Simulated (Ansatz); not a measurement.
**BBrCl radical: up Jacob's ladder to CCSD(T)**

An exercise on one series of results from a longer session: the logs are not shown, and one member is left open.

Computed with Ansatz 0.2.0, Gaussian basis. Level: functionals in def2-TZVPP, the program's frozen cores in correlated methods.

Plan: LDA (SPW92), PBE-D4, revPBE-D4, BLYP-D4, r2SCAN-D4, B97M-V, PBE0-D4, B3LYP-D4, r2SCANh-D4, r2SCAN0-D4, HSE06-D4, BHLYP-D4, CAM-B3LYP-D4, LC-ωPBE, ωB97X-V, ωB97M-V, B2PLYP, PBE-QIDH; CCSD(T)/def2-SVP; CCSD(T)/def2-TZVPP; CCSD(T)/def2-QZVPP; extrapolation to the limit; RPA on PBE.

### The relaxed structure

All runs share one geometry, relaxed beforehand with PBE0-D4 in a triple-zeta def2 set.

SMILES `Cl[B]Br`, 3 atoms, charge 0, spin multiplicity 2.

Atoms are counted from 1 here; the program's logs count them from 0.

Bond lengths: Cl1–B2 1.715 Å, B2–Br3 1.883 Å. Angles: Cl1–B2–Br3 125.8°.

Set-up of the first run:

in.yaml

```yaml
crystal:
  periodic: [false, false, false]
  atoms:
    - {symbol: Cl, position_ang: [-0.155366, 1.563297, 0.076609]}
    - {symbol: B, position_ang: [-0.479864, -0.085285, -0.269423]}
    - {symbol: Br, position_ang: [0.624329, -1.542812, 0.179614]}
basis:
  gaussian: {orbitals: def2-TZVPP}
magnetization: {spin_polarized: true, initial_magnetization: 1}
hamiltonian: {xc: lda}
output: {orbitals: {seedname: orbitals}}
```

Started as:

```bash
> ansatz run in.yaml --threads 2 --pin off --events-out ev --progress --plain --max-ram 22528MiB --backend cpu
```

Steps of the session up to this table: LDA; PBE-D4 (GGA); revPBE-D4 (GGA); BLYP-D4 (GGA); r2SCAN-D4 (meta-GGA); B97M-V (meta-GGA); B3LYP-D4 (hybrid); r2SCANh-D4 (hybrid); r2SCAN0-D4 (hybrid); HSE06-D4 (hybrid); BHLYP-D4 (hybrid); CAM-B3LYP-D4 (range-separated); LC-ωPBE (range-separated); ωB97X-V (range-separated); ωB97M-V (range-separated); B2PLYP (double hybrid); PBE-QIDH (double hybrid).

One table of the session follows, with a row left open; its other results are not shown here.

It belongs to the step «Frontier levels by functional». 

| functional | HOMO (eV) | LUMO (eV) | gap (eV) |
| --- | --- | --- | --- |
| LDA (SPW92) | -5.04 | -3.50 | 1.54 |
| PBE-D4 | -5.07 | -3.03 | 2.04 |
| revPBE-D4 | ? | ? | ? |
| BLYP-D4 | -4.88 | -3.09 | 1.79 |
| r2SCAN-D4 | -5.50 | -2.88 | 2.62 |
| B97M-V | -5.16 | -3.02 | 2.14 |
| PBE0-D4 | -6.37 | -2.12 | 4.25 |
| B3LYP-D4 | -6.07 | -2.52 | 3.55 |
| r2SCANh-D4 | -5.97 | -2.54 | 3.43 |
| r2SCAN0-D4 | -6.68 | -2.03 | 4.65 |
| HSE06-D4 | -5.97 | -2.50 | 3.47 |
| BHLYP-D4 | -7.49 | -1.32 | 6.18 |
| CAM-B3LYP-D4 | -7.65 | -1.25 | 6.40 |
| LC-ωPBE | -9.11 | 0.15 | 9.26 |
| ωB97X-V | -8.57 | -0.38 | 8.19 |
| ωB97M-V | -8.19 | -0.56 | 7.63 |

Estimate the missing values for revPBE-D4.

The run gave: HOMO (eV): -5.05; LUMO (eV): -2.95; gap (eV): 2.10. In the column «HOMO (eV)» it lies between PBE-D4 (-5.07) and LDA (SPW92) (-5.04).
